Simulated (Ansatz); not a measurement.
**KHS (SMILES [SH][K]): a rigid scan of the angle H3–S1–K2**

An exercise on one series of results from a longer session: the logs are not shown, and one member is left open.

The runs use Ansatz 0.2.0, Gaussian basis; single points in def2-TZVPP.

Levels: PBE-D4, r2SCAN-D4, PBE0-D4, B3LYP-D4, wB97M-V, Hartree-Fock, MP2, CCSD, CCSD(T). The scan takes 66.0, 73.5, 81.0, 88.5, 96.0, 103.5, 111.0, 118.5, 126.0°.

Correlated methods freeze the cores. The outer core shell of Li, Na, Mg and K is correlated. B3LYP uses VWN-RPA correlation.

28 further runs of the same task are left out: 28 set aside as unsound or not needed.

**The system as given**

The minimum, relaxed at PBE0-D4: SMILES `[SH][K]`, 3 atoms, charge 0, spin multiplicity 1.

Atoms are counted from 1 here; the program's logs count them from 0.

Bond lengths: S1–K2 2.825 Å, S1–H3 1.344 Å. Angles: K2–S1–H3 96.0°.

As a file:

```xyz
3
charge 0, multiplicity 1
S    -0.6254   -0.6832   -0.4241
K     1.7280    0.0547    0.9544
H    -1.1136    0.5637   -0.5436
```

Energies of the minimum (eV), from earlier single points: PBE-D4 -27167.17595, r2SCAN-D4 -27176.07533, PBE0-D4 -27169.37820, B3LYP-D4 -27178.81367, wB97M-V -27176.45005, CCSD(T) -27149.01729.

At the minimum the angle H3–S1–K2 is 96.0°.

Set-up of the first run:

ccsdt-tzvpp/in.yaml

```yaml
crystal:
  periodic: [false, false, false]
  atoms:
    - {symbol: S, position_ang: [-0.625381, -0.683165, -0.424115]}
    - {symbol: K, position_ang: [1.728007, 0.054686, 0.954426]}
    - {symbol: H, position_ang: [-0.511772, 0.638274, -0.204635]}
basis:
  gaussian: {orbitals: def2-TZVPP}
correlation: {method: ccsd_t}
```

No record of the launch command was kept for these runs.

Among the steps run: H3–S1–K2 = 66.0°; H3–S1–K2 = 73.5°; H3–S1–K2 = 81.0°; H3–S1–K2 = 88.5°; H3–S1–K2 = 96.0°; H3–S1–K2 = 103.5°; H3–S1–K2 = 111.0°; H3–S1–K2 = 118.5°; H3–S1–K2 = 126.0°.

One of the session's tables, all rows but one given; the rest of the session is left out.

Energies less that of the minimum at the same level (kcal/mol):

| angle (°) | PBE-D4 | PBE0-D4 | B3LYP-D4 | wB97M-V | Hartree-Fock |
| --- | --- | --- | --- | --- | --- |
| 66.0 | 2.1 | 2.1 | 2.2 | 1.9 | 2.3 |
| 73.5 | 1.0 | 1.1 | 1.1 | 0.9 | 1.2 |
| 81.0 | 0.4 | 0.4 | 0.5 | 0.3 | 0.5 |
| 88.5 | 0.1 | 0.1 | 0.1 | 0.1 | 0.2 |
| 96.0 (minimum) | 0.0 | 0.0 | 0.0 | 0.0 | 0.0 |
| 96.0 | 0.0 | 0.0 | 0.0 | 0.0 | 0.0 |
| 103.5 | ? | ? | ? | ? | ? |
| 111.0 | 0.5 | 0.4 | 0.4 | 0.4 | 0.1 |
| 118.5 | 1.0 | 0.8 | 0.8 | 0.8 | 0.3 |
| 126.0 | 1.6 | 1.4 | 1.4 | 1.3 | 0.6 |

**Question.** Estimate the row for angle (°) = 103.5.

Worked estimate for «PBE-D4». A straight line through the neighbours (96.0, 0.0) and (111.0, 0.5) gives 0.0 + (0.5 − 0.0) × (103.5 − 96.0) / (111.0 − 96.0) = 0.2; a parabola fitted to 4 rows on both sides gives 0.1.

The run gave: PBE-D4: 0.2; PBE0-D4: 0.1; B3LYP-D4: 0.1; wB97M-V: 0.1; Hartree-Fock: 0.0. In «PBE-D4» the line misses by 0.0 and the parabola by -0.1.

Limits of these values: A polynomial through the near points puts the CCSD(T) minimum 1.4° below the PBE0-D4 value.
